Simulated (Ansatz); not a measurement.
**MoO₂F₂: how energies converge with the basis set**

The task here is to estimate one member of a computed series from the others.

Method: one geometry, several basis sets; program: Ansatz 0.2.0, Gaussian basis.

The runs, in order: PBE0-D4/def2-SVP; ωB97M-V/def2-SVP; PBE0-D4/def2-QZVPP; ωB97M-V/def2-QZVPP; the functionals' def2-TZVPP values are taken from earlier runs.

### The relaxed structure

An earlier PBE0-D4 in a triple-zeta def2 set relaxation fixed the geometry. Mo takes the def2 core potential; no spin-orbit term is included.

SMILES `[O]=[Mo](=[O])([F])[F]`, 5 atoms, charge 0, spin multiplicity 1.

Atoms are counted from 1 here; the program's logs count them from 0.

Bond lengths: O1–Mo2 1.663 Å, Mo2–O3 1.663 Å, Mo2–F4 1.836 Å, Mo2–F5 1.836 Å. Angles: O1–Mo2–O3 106.6°, O1–Mo2–F4 109.7°, O1–Mo2–F5 109.7°, O3–Mo2–F4 109.7°, O3–Mo2–F5 109.7°, F4–Mo2–F5 111.3°.

Set-up of the first run:

The input, in.yaml:

```yaml
crystal:
  periodic: [false, false, false]
  atoms:
    - {symbol: O, position_ang: [0.625019, -1.039550, 1.161739]}
    - {symbol: Mo, position_ang: [0.005266, -0.015781, 0.007527]}
    - {symbol: O, position_ang: [-1.179175, 0.880414, 0.754747]}
    - {symbol: F, position_ang: [-0.730252, -0.996567, -1.358739]}
    - {symbol: F, position_ang: [1.328942, 1.097885, -0.606674]}
basis:
  gaussian: {orbitals: def2-SVP}
hamiltonian: {xc: pbe0, dispersion: d4}
output: {orbitals: {seedname: orbitals}}
```

Among the steps run: PBE0-D4 in def2-SVP; ωB97M-V in def2-SVP; PBE0-D4 in def2-QZVPP; ωB97M-V in def2-QZVPP.

One of the session's tables, all rows but one given; the rest of the session is left out.

It belongs to the step «Density functionals: the series». 

| functional | basis | HOMO (eV) | LUMO (eV) |
| --- | --- | --- | --- |
| PBE0-D4 | def2-SVP | -10.12 | -3.32 |
| PBE0-D4 | def2-TZVPP | -10.08 | -3.23 |
| PBE0-D4 | def2-QZVPP | -10.09 | -3.23 |
| ωB97M-V | def2-SVP | -12.48 | -1.08 |
| ωB97M-V | def2-TZVPP | -12.45 | -0.99 |
| ωB97M-V | def2-QZVPP | ? | ? |

Q: Estimate the row for ωB97M-V, def2-QZVPP from the others.

The run gave: HOMO (eV): -12.46; LUMO (eV): -1.01. In the column «HOMO (eV)» it lies between ωB97M-V, def2-SVP (-12.48) and ωB97M-V, def2-TZVPP (-12.45).
